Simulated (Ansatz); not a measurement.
# GaP: the cost of one run

Program: Ansatz 0.2.0. Level of theory: DFT LDA, scalar-relativistic, plane waves, PAW. These are calculated values, not measurements.

4 further runs of the same task are left out: 4 set aside as unsound or not needed.

**1. Starting point**

Symmetry: F-43m, No. 216, cubic system. Conventional cell: a = 5.391 Å, b = 5.391 Å, c = 5.391 Å, α = 90.00°, β = 90.00°, γ = 90.00°. Ga (site symmetry -43m) is surrounded by 4 P at 2.33 Å. Around P (site symmetry -43m) lie 4 Ga at 2.33 Å.

Structure file:

```cif
data_structure
_symmetry_space_group_name_H-M 'F-43m'
_symmetry_Int_Tables_number 216
_cell_length_a 5.3913
_cell_length_b 5.3913
_cell_length_c 5.3913
_cell_angle_alpha 90.000
_cell_angle_beta 90.000
_cell_angle_gamma 90.000
_cell_volume 156.70
loop_
_atom_site_label
_atom_site_type_symbol
_atom_site_symmetry_multiplicity
_atom_site_Wyckoff_symbol
_atom_site_fract_x
_atom_site_fract_y
_atom_site_fract_z
_atom_site_occupancy
Ga1 Ga 4 a 0.00000 0.00000 0.00000 1
P1 P 4 c 0.25000 0.25000 0.25000 1
```

It is the result of an earlier relaxation at this level (volume 19.59 Å³/atom; gap on the mesh: 1.43 eV).

**2. Relaxing at 20 GPa**

At a set pressure the run lowers the enthalpy E + PV, so the energy alone may rise along the way.

File input.yaml:

```yaml
crystal:
  lattice:
    - [0.0, 2.6956501137, 2.6956501137]
    - [2.6956501137, 0.0, 2.6956501137]
    - [2.6956501137, 2.6956501137, 0.0]
  atoms:
    - { symbol: Ga, position: [0.0, 0.0, 0.0] }
    - { symbol: P, position: [0.75, 0.75, 0.75] }
basis:
  ecutwfc: 420
kpoints:
  mp_grid: { grid: [8, 8, 8] }
hamiltonian:
  xc: lda
scf:
  occupations: { method: fixed }
output:
  forces: true
  stress: true
  eigenvalues: true
relax:
  adjacent_minimum: "off"
  f_tol: 0.001
  max_steps: 60
  cell: { stress_tol: 0.02, p_target: 20.0 }
```

On the command line:

```console
ansatz run input.yaml --threads 1 --pin off --max-ram 3072MiB --backend cpu --events-out ev --progress --plain --runs-dir out
```

**Question.** How long does this run take on 1 thread of Intel Xeon Platinum 8488C (Sapphire Rapids), shared host, and how much memory does it need?

About 23 s, with a peak of 0.37 GiB.
